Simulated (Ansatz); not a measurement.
# Sn: one crystal by all-electron and frozen-core methods

Aim: solve Sn at one geometry with full-potential LAPW, frozen-core PAW and datasets made for this crystal, and see where they agree.

Computed with Ansatz 0.2.0 (DFT LDA, scalar-relativistic, unless a step's input says otherwise).

## 1. The system as given

It takes space group I4_1/amd (No. 141, tetragonal). Conventional cell: a = 5.832 Å, b = 5.832 Å, c = 3.181 Å, α = 90.00°, β = 90.00°, γ = 90.00°. Sn (site symmetry -4m2) has 6 Sn at 3.02 to 3.18 Å as nearest neighbours.

Structure file:

```xyz
2
Lattice="-2.9158 2.9158 1.5906 2.9158 -2.9158 1.5906 2.9158 2.9158 -1.5906" Properties=species:S:1:pos:R:3 pbc="T T T"
Sn    0.0000    0.0000    0.0000
Sn    0.0000    2.9158    0.7953
```

Structure: COD 1534488, as refined from experiment and not relaxed.

Atoms are numbered in the order of the input: Sn1, Sn2.

## 2. Full-potential LAPW

input.yaml reads:

```yaml
crystal:
  lattice:
    - [-2.91585, 2.91585, 1.59065]
    - [2.91585, -2.91585, 1.59065]
    - [2.91585, 2.91585, -1.59065]
  atoms:
    - { symbol: Sn, position: [0.0, 0.0, 0.0] }
    - { symbol: Sn, position: [0.75, 0.25, 0.5] }
kpoints:
  mp_grid: { grid: [15, 15, 10] }
  band_path:
    path:
      - [0.0, 0.0, 0.0]
      - [0.0, 0.0, 0.5]
      - [-0.5, 0.5, 0.5]
      - [0.0, 0.0, 0.0]
      - [0.3243975974, 0.3243975974, -0.3243975974]
      - [-0.3243975974, 0.6756024026, 0.3243975974]
      - [-0.5, 0.5, 0.5]
      - [0.0, 0.0, 0.5]
      - [0.25, 0.25, 0.25]
    npoints: 14
scf:
  occupations: { method: fermi_dirac, width: 0.05 }
hamiltonian:
  xc: lda
  pseudopotentials: { kind: all_electron, lapw: { basis_error: 0.00025 } }
output:
  forces: true
  stress: true
  eigenvalues: true
  populations: true
  dos: { projected: true, de: 0.2, e_range: [-14, 8] }
```

The run is started by

```sh
> ansatz run input.yaml --threads 1 --pin off --max-ram 3072MiB --backend cpu --events-out ev --progress --plain --runs-dir out
```

The log of the run:

```text
Warning: crystal.symmetry: narrowed to the stabiliser of the k-point mesh — unitary ops 16 → 4; excluded 12 operations that carry a point of the 15×15×10 mesh (shift [0, 0, 0]) off the mesh (the run samples exactly the mesh kpoints.mp_grid names, as under crystal.symmetry.detect: false, and its converged state has the mesh's symmetry, not the crystal's; ε∞, the Born charges and the force constants of a linear response (`dielectric:` by the response, `phonons.method: dfpt`) are averaged over those of the crystal's operations that the state keeps within a tolerance, where `mesh_tensors`, `unaveraged_element` or `gamma_mean_max_change_ev_ang2` stands beside them; a row that `dielectric.field_direction` solves alone is averaged likewise, with nothing beside; a Γ-centred mesh of equal divisions is mapped onto itself by every operation and keeps the whole group, as does a half-shifted one under kpoints.further_shifts: images)
Sn: projections on atomic orbitals take those of the free atom 1s2 2s2 2p6 3s2 3p6 3d10 4s2 4p6 4d10 5s2 5p2, of charge +0.00 (hamiltonian.pseudopotentials.projection_atoms)
LAPW: plane waves up to 8.047 Å⁻¹, error target 2.5e-4 eV per atom; small_component_spin mean_spin; Sn in spheres of 1.511 Å, 22 of its electrons in bands, Dirac shells []
Engine: ansatz 0.2.0
Pseudopotentials: kind: all_electron
Pseudopotential: Sn, LAPW, valence charge 22, Koelling and Harmon's equation, gaussian nucleus
Functional definition: SPW92
  exchange = slater_x
  correlation = pw_c
Crystal: 2 atoms, lattice volume = 54.096 Å³
Basis set: ecut = 246.72434158189182 eV, 485 PW (Γ), FFT grids on a1+a2, a2, a3, exchange–correlation at level 2
Bands: 27, of which v1, the nominal top of the filled ones, is band 22 counted from 1 (21 counted from 0)
Symmetry: 4 space group operations
k-points: 608 of 2250
Non-local potential: Sn, projectors of the file, none
Initial density: superposition of atomic densities (chi_scale 0.1, normalization cell)
Initial wavefunctions: plane waves of lowest kinetic energy (no species holds an atomic orbital)
Functional: x = slater, c = lda
iter 1 solved again at ethr=8.24e-5 eV; its pass at ethr=1.00e-1 eV (dr2=3.63e-2 eV) is discarded
SCF iter   1: F=—  HF=-335889.875663 eV  |F-HF|=—  |Δ(HF+E_count)|=         —  Δρ=9.77e-3  dr2=3.64e-2  ethr=8.24e-5  ⟨swp⟩=3.0  Hψ=112741  notcnv=0
preconditioner: auto → Kerker (q_TF=auto, 2.636 Å⁻¹)  [metal: Δε(μ)=0.010 eV  Ē_g=20.745 eV  σ=0.050 eV  W_gap=0.05  n_scr=16 (ndim 8)  ℏωp=26.7 eV  f_vac=0.000  D(μ)=1.01/eV (n_scr^D=4)]
SCF iter   2: F=—  HF=-335889.843867 eV  |F-HF|=—  |Δ(HF+E_count)|=   3.18e-2  Δρ=6.41e-3  dr2=1.86e-2  ethr=8.24e-5  ⟨swp⟩=2.0  Hψ=48982  notcnv=0
SCF iter   3: F=—  HF=-335889.841051 eV  |F-HF|=—  |Δ(HF+E_count)|=   2.82e-3  Δρ=3.51e-3  dr2=6.29e-3  ethr=4.23e-5  ⟨swp⟩=2.0  Hψ=48347  notcnv=0
SCF iter   4: F=—  HF=-335889.840643 eV  |F-HF|=—  |Δ(HF+E_count)|=         —  Δρ=1.18e-3  dr2=9.22e-4  ethr=1.43e-5  ⟨swp⟩=2.0  Hψ=48366  notcnv=0
the basis was enlarged: its passes take 92.9 KiB over the memory plan, 1 of 1 planned eigensolver slots
iter 5 solved again at ethr=7.69e-8 eV; its pass at ethr=2.10e-6 eV (dr2=3.38e-5 eV) is discarded
SCF iter   5: F=—  HF=-335889.840454 eV  |F-HF|=—  |Δ(HF+E_count)|=   1.89e-4  Δρ=2.04e-4  dr2=3.38e-5  ethr=7.69e-8  ⟨swp⟩=2.0  Hψ=81920  notcnv=0
SCF iter   6: F=—  HF=-335889.840452 eV  |F-HF|=—  |Δ(HF+E_count)|=   2.47e-6  Δρ=8.38e-5  dr2=5.83e-6  ethr=7.68e-8  ⟨swp⟩=2.0  Hψ=48339  notcnv=0
SCF iter   7: F=—  HF=-335889.840452 eV  |F-HF|=—  |Δ(HF+E_count)|=   5.14e-7  Δρ=2.16e-5  dr2=3.76e-7  ethr=1.32e-8  ⟨swp⟩=2.0  Hψ=48339  notcnv=0
SCF iter   8: F=-335889.840452 eV  HF=-335889.840452 eV  |F-HF|=9.31e-10  |Δ(HF+E_count)|=   9.88e-8  Δρ=5.35e-6  dr2=1.15e-8  ethr=8.55e-10  ⟨swp⟩=2.0  Hψ=48339  notcnv=0
SCF 1 converged in 8 iterations: F = -335889.840452 eV  dr2 = 1.15e-8
NSCF: frozen V_eff on 113 k-points
SCF converged after 8 iterations
Free energy (F): -335889.840452 eV
Harris-Foulkes:  -335889.840452 eV  (|F-HF|=9.31e-10)
Internal energy: -335889.832238 eV  (E = F + TS)
E sigma→0 (E₀):  -335889.836345 eV
Entropy (-TS):   -0.008214 eV (-4.107 meV/atom)
Fermi energy:    13.393000 eV
--- Per-component energies (eV) ---
  E_band       = -1406.293410
  E_kinetic    = 353167.400824
  E_xc         = -8702.742177
  E_electrostatic = -680354.490886  (all electrons and nuclei)
  E_smearing   = -0.008214  (= −TS)
  E_closure    = 0.000000  (closes the sum)
  E_atoms      = -335880.893080  (free atoms, spherical and without spin; not in F)
  Σ components = -335889.840452   (vs F -335889.840452, Δ=0.00e0)
  Basis errors (estimates in eV, not in F): energy 7.9e-5 per atom: plane waves 7.2e-5 (3.9e-5 summed), levels above the bands 1.6e-60, relativity 2.3e-9, radial functions 6.9e-6, core shells 3.8e-9; eigenvalues (radial functions only) 6.1e-7; not estimated: angular momenta, meshes, grids; target (lapw.basis_error) 2.5e-4; muffin-tin radii Sn 1.511 Å
--- Forces (eV/Å), atoms counted from 1 ---
  atom   1  Sn     0.00180097    -0.00180097     0.00000000
  atom   2  Sn    -0.00180097     0.00180097     0.00000000
  max |Σ_I F_I| component: 0.00e0 eV/Å
--- Stress (GPa, compression-positive) ---
       -1.379871      -0.126184       0.046794
       -0.126184      -1.379871       0.046794
        0.046794       0.046794      -2.508588
  P = ⅓ Tr σ = -1.7561 GPa (-17.561 kbar)
--- Band table (eV; the first three rows and the last of 608) ---
  k-point 0: bands = ["-115.5131", "-115.5122", "-71.4385", "-71.4383", "-71.4296", "-71.4290", "-71.4219", "-71.4213", "-8.1305", "-8.0381", "-7.9996", "-7.9823", "-7.8307", "-7.8302", "-7.8195", "-7.8190", "-7.7312", "-7.6211", "2.2136", "9.6554", "11.4326", "11.4328", "16.4917", "19.5858", "19.5863", "20.1646", "20.2491"]
  k-point 1: bands = ["-115.5131", "-115.5123", "-71.4386", "-71.4383", "-71.4294", "-71.4288", "-71.4221", "-71.4215", "-8.1220", "-8.0397", "-7.9926", "-7.9876", "-7.8349", "-7.8255", "-7.8167", "-7.8163", "-7.7362", "-7.6297", "2.3038", "8.9515", "11.5406", "11.9684", "16.9067", "18.8074", "19.0973", "20.1275", "20.2598"]
  k-point 2: bands = ["-115.5130", "-115.5123", "-71.4386", "-71.4384", "-71.4288", "-71.4282", "-71.4226", "-71.4220", "-8.0972", "-8.0433", "-8.0015", "-7.9716", "-7.8483", "-7.8141", "-7.8116", "-7.8071", "-7.7507", "-7.6533", "2.5744", "7.7464", "11.8613", "12.7385", "17.5496", "18.0660", "18.0806", "19.8542", "20.0319"]
  k-point 607: bands = ["-115.5127", "-115.5127", "-71.4384", "-71.4384", "-71.4299", "-71.4299", "-71.4210", "-71.4210", "-8.0526", "-8.0526", "-7.8598", "-7.8598", "-7.8446", "-7.8446", "-7.8246", "-7.8246", "-7.8138", "-7.8138", "5.7521", "5.7521", "8.6626", "8.6626", "18.4143", "18.4143", "22.6278", "22.6278", "25.9223"]
--- Löwdin populations: 2 sites ---
  site symbol       q [e]
     0     Sn     49.9786
     1     Sn     49.9786
  spilling = 0.000428 (of n_electrons = 100.000000)
```

Wall time 3.4 min (1 thread of Arm Neoverse V2, shared host); peak memory 1.8 GiB.

This run gives: pressure -1.76 GPa; no gap.

Levels at the path's labelled points, in eV from the Fermi level:

```tsv
point	band 19	band 20	band 21	band 22	band 23	band 24	band 25
Γ	-11.18	-3.74	-1.96	-1.96	3.10	6.19	6.19
X	-8.94	-8.94	0.62	0.62	1.58	1.58	5.96
M	-7.61	-7.61	-4.78	-4.78	5.01	5.01	9.32
Γ	-11.18	-3.74	-1.96	-1.96	3.10	6.19	6.19
Z	-6.59	-5.64	-3.02	-2.90	-2.90	3.03	5.61
Z0	-6.59	-5.64	-3.02	-2.90	-2.90	3.03	5.61
M	-7.61	-7.61	-4.78	-4.78	5.01	5.01	9.32
X	-8.94	-8.94	0.62	0.62	1.58	1.58	5.96
P	-6.06	-6.06	-3.51	-3.51	3.57	3.58	3.91
```

States per cell in windows of 1 eV (zero at the Fermi level; grid of 0.20 eV, so sharp peaks spill over the borders):

```tsv
from	to	total	Sn 5p	Sn 5s
-10	-9	0.46	0.16	0.29
-9	-8	0.61	0.22	0.39
-8	-7	0.88	0.25	0.62
-7	-6	0.76	0.21	0.54
-6	-5	0.59	0.21	0.38
-5	-4	0.40	0.18	0.21
-4	-3	0.75	0.60	0.14
-3	-2	0.92	0.78	0.13
-2	-1	1.26	1.14	0.11
-1	0	1.04	0.90	0.12
0	1	0.99	0.79	0.17
1	2	0.91	0.70	0.16
2	3	1.11	0.86	0.17
3	4	1.26	0.92	0.11
4	5	1.56	1.15	0.10
```

## 3. Frozen-core PAW

Edit input.yaml of step 2 so:

```diff
@@ -26,3 +26,3 @@
   xc: lda
-  pseudopotentials: { kind: all_electron, lapw: { basis_error: 0.00025 } }
+  pseudopotentials: { kind: paw }
 output:
@@ -31,3 +31,9 @@
   eigenvalues: true
+  efg: { contact_densities: true }
   populations: true
+  bader: true
   dos: { projected: true, de: 0.2, e_range: [-14, 8] }
+  write_density: true
+  write_potential: true
+  elf: true
+  volumetric_format: npy
```

The run is started by

```sh
> ansatz run input.yaml --threads 1 --pin off --max-ram 3072MiB --backend cpu --events-out ev --progress --plain --runs-dir out
```

The log of the run, cut to the lines that bear on the results:

```text
Warning: crystal.symmetry: narrowed to the stabiliser of the k-point mesh — unitary ops 16 → 4; excluded 12 operations that carry a point of the 15×15×10 mesh (shift [0, 0, 0]) off the mesh (the run samples exactly the mesh kpoints.mp_grid names, as under crystal.symmetry.detect: false, [...]
Sn: output.efg is read without spin–orbit coupling, which moves field gradients at and beside such atoms by some per cent and up to a factor of two; PAW files take it under magnetization.noncollinear and magnetization.spin_orbit
[...]
Pseudopotentials: kind: paw
Pseudopotential: Sn, paw, valence charge 14, recommended cutoff 420 eV (normal)
Functional definition: SPW92
[...]
Crystal: 2 atoms, lattice volume = 54.096 Å³
Basis set: ecut = 420 eV, 1061 PW (Γ)
Bands: 18, of which v1, the nominal top of the filled ones, is band 14 counted from 1 (13 counted from 0)
Symmetry: 4 space group operations
k-points: 608 of 2250
[...]
       -0.126416      -1.393066       0.046784
        0.046784       0.046784      -2.523564
  P = ⅓ Tr σ = -1.7699 GPa (-17.699 kbar)
--- PAW observables at the nuclei: V_zz in 10²¹ V/m², potentials from the cell's mean, atoms counted from 1 ---
  atom   1  Sn V_zz =    +4.558076   η = 0.0729   by run symmetry: allowed
            electrostatic potential = -8174.260755 V   contact ρ = 1231487.676506 e/Å³
  atom   2  Sn V_zz =    +4.558076   η = 0.0729   by run symmetry: allowed
            electrostatic potential = -8174.260755 V   contact ρ = 1231487.676506 e/Å³
--- Band table (eV; the first three rows and the last of 608) ---
  k-point 0: bands = ["-11.1041", "-11.0146", "-10.9739", "-10.9589", "-10.8073", "-10.8067", "-10.7961", "-10.7955", "-10.7062", "-10.5960", "-0.7463", "6.6933", "8.4731", "8.4734", "13.5307", "16.6274", "16.6279", "17.2042"]
[...]
--- Löwdin populations: 2 sites ---
  site symbol       q [e]
     0     Sn     13.9720
     1     Sn     13.9720
  spilling = 0.001999 (of n_electrons = 28.000000)
--- Bader charges: 2 sites ---
  site symbol  charge [e]  shift [e]
     0     Sn      0.0000     0.0000
     1     Sn      0.0000     0.0000
  estimated error of the sums over rays = 9.8e-5 e
```

Run time: 47 s. Hardware: 1 thread of Arm Neoverse V2, shared host; peak memory 0.69 GiB.

This run gives: pressure -1.77 GPa; no gap; Vzz Sn1 4.6 (10²¹ V/m²).

```tsv
atom	Bader charge (e)	basin volume (Å³)
Sn1	+0.00	27.05
```

The fields are shown in the conventional cell of this run's space group, carried over from its grid by interpolation.

Density in a lattice plane of the grid's cell (edges 5.83 and 3.18 Å, at 0.000 of the third edge), which holds Sn.

Values in e/Å³, 6 rows by 12 columns:
```
 4.86  2.00  0.39  0.25  0.53  4.29 11.67  4.29  0.53  0.25  0.39  2.00
 0.46  0.32  0.18  0.18  0.51  4.29 11.67  4.29  0.51  0.18  0.18  0.32
 0.19  0.15  0.10  0.11  0.22  0.68  1.28  0.68  0.22  0.11  0.10  0.15
 0.46  0.31  0.15  0.09  0.11  0.19  0.24  0.19  0.11  0.09  0.15  0.31
 4.86  2.00  0.35  0.14  0.13  0.19  0.24  0.19  0.13  0.14  0.35  2.00
16.55  5.85  0.60  0.23  0.27  0.69  1.28  0.69  0.27  0.23  0.60  5.85
```
Columns run along the first of these edges and rows up along the second, over one cell in 12 and 6 even steps from the bottom left corner. Atoms in the plane (fractional): Sn at (0.00, 0.00), Sn at (0.50, 0.75).

ELF in the same plane.

Values, 6 rows by 12 columns:
```
0.10 0.24 0.36 0.51 0.35 0.12 0.01 0.12 0.35 0.51 0.36 0.24
0.34 0.35 0.41 0.42 0.34 0.12 0.01 0.12 0.34 0.42 0.41 0.35
0.41 0.36 0.24 0.24 0.33 0.34 0.30 0.34 0.33 0.24 0.24 0.37
0.34 0.34 0.31 0.17 0.25 0.37 0.39 0.37 0.25 0.17 0.31 0.34
0.10 0.25 0.34 0.34 0.33 0.39 0.39 0.39 0.33 0.34 0.34 0.25
0.00 0.07 0.35 0.48 0.40 0.33 0.30 0.33 0.40 0.48 0.35 0.07
```
Columns run along the first of these edges and rows up along the second, over one cell in 12 and 6 even steps from the bottom left corner. Atoms in the plane (fractional): Sn at (0.00, 0.00), Sn at (0.50, 0.75).

Both are smooth fields of the valence electrons: close to the nuclei they are not physical.

Outside the cores ELF peaks at 0.52 on the Sn–Sn line, 1.5 Å from Sn.

## 4. Datasets made for this crystal

Edit input.yaml of step 3 so:

```diff
@@ -21,3 +21,3 @@
       - [0.25, 0.25, 0.25]
-    npoints: 14
+    npoints: 8
 scf:
@@ -26,3 +26,3 @@
   xc: lda
-  pseudopotentials: { kind: paw }
+  pseudopotentials: { kind: all_electron, datasets: crystal }
 output:
@@ -32,8 +32 @@
   efg: { contact_densities: true }
-  populations: true
-  bader: true
-  dos: { projected: true, de: 0.2, e_range: [-14, 8] }
-  write_density: true
-  write_potential: true
-  elf: true
-  volumetric_format: npy
```

The run is started by

```sh
> ansatz run input.yaml --threads 1 --pin off --max-ram 3072MiB --backend cpu --events-out ev --progress --plain --runs-dir out
```

The log of the run, cut to the lines that bear on the results:

```text
Warning: crystal.symmetry: narrowed to the stabiliser of the k-point mesh — unitary ops 16 → 4; excluded 12 operations that carry a point of the 15×15×10 mesh (shift [0, 0, 0]) off the mesh (the run samples exactly the mesh kpoints.mp_grid names, as under crystal.symmetry.detect: false, [...]
band count auto-derived: 20 (N_el = 28.0; filled up to band 14; 18 by the electrons, moments and atoms)
Sn: output.efg is read without spin–orbit coupling, which moves field gradients at and beside such atoms by some per cent and up to a factor of two; PAW files take it under magnetization.noncollinear and magnetization.spin_orbit
[...]
Pseudopotentials: kind: all_electron
Pseudopotential: Sn, paw, valence charge 14, recommended cutoff 240 eV (normal), Koelling and Harmon's equation, gaussian nucleus
Functional definition: SPW92
[...]
Crystal: 2 atoms, lattice volume = 54.096 Å³
Basis set: ecut = 240 eV, 453 PW (Γ)
Bands: 20, of which v1, the nominal top of the filled ones, is band 14 counted from 1 (13 counted from 0)
[...]
  The terms above E_closure are by the made datasets' own strengths, without shells solved beside the bands.
--- Forces (eV/Å), atoms counted from 1 ---
  atom   1  Sn     0.00178938    -0.00178938     0.00000000
  atom   2  Sn    -0.00178938     0.00178938     0.00000000
[...]
--- Stress (GPa, compression-positive) ---
       -1.378981      -0.126188       0.046761
       -0.126188      -1.378981       0.046761
        0.046761       0.046761      -2.508191
  P = ⅓ Tr σ = -1.7554 GPa (-17.554 kbar)
--- PAW observables at the nuclei: V_zz in 10²¹ V/m², potentials from the cell's mean, atoms counted from 1 ---
  atom   1  Sn V_zz =    +4.621216   η = 0.0729   by run symmetry: allowed
            electrostatic potential = -8170.243131 V   contact ρ = 1231370.335528 e/Å³
  atom   2  Sn V_zz =    +4.621216   η = 0.0729   by run symmetry: allowed
            electrostatic potential = -8170.243131 V   contact ρ = 1231370.335528 e/Å³
--- Band table (eV; the first three rows and the last of 608) ---
  k-point 0: bands = ["-8.1306", "-8.0381", "-7.9996", "-7.9823", "-7.8307", "-7.8302", "-7.8194", "-7.8189", "-7.7312", "-7.6211", "2.2137", "9.6554", "11.4326", "11.4328", "16.4917", "19.5859", "19.5864", "20.1647"]
[...]
```

Wall time 72 s (1 thread of Arm Neoverse V2, shared host); peak memory 1.3 GiB.

This run gives: pressure -1.76 GPa; no gap; Vzz Sn1 4.6 (10²¹ V/m²).

```tsv
atom	contact density (e/Å³)
Sn1	1231370
```

## 5. The methods compared

```
          method  pressure (GPa)  Vzz Sn1 (10²¹ V/m²)  SCF cycles, all passes
            LAPW           -1.76                    –                       8
             PAW           -1.77                 4.56                       7
crystal datasets           -1.76                 4.62                       8
```

## 6. What came out

| quantity | value |
| --- | --- |
| pressure | LAPW -1.76, PAW -1.77, crystal datasets -1.76 GPa |
| gap (LAPW) | none |
| Bader charges (PAW) | Sn1 +0.00 e |
| highest ELF (PAW) | 0.52, 1.49 Å from Sn |

What this shows: At this geometry the cell is under tension of 1.8 GPa, so it would shrink if let go. There is no gap at this level; the crystal is a metal here. Sn 5p carries the largest share, 84 %, of the projected states within 0.3 eV of the Fermi level. The projection holds only the free atom's occupied shells (Sn 5s, Sn 5p in this range). The field gradient at Sn1, the largest by crystal datasets, is 4.56 by PAW and 4.62 by crystal datasets (10²¹ V/m²), within 5 %. No spin–orbit coupling: at heavy atoms the gradients can be off by tens of per cent for that reason. PAW lies -0.01 GPa from LAPW in pressure. LAPW took about 4 times as long as PAW (3.4 min against 47 s, on a shared host and with the outputs that each input asks for). The k mesh doesn't keep the crystal's whole symmetry, which leaves small spurious terms.
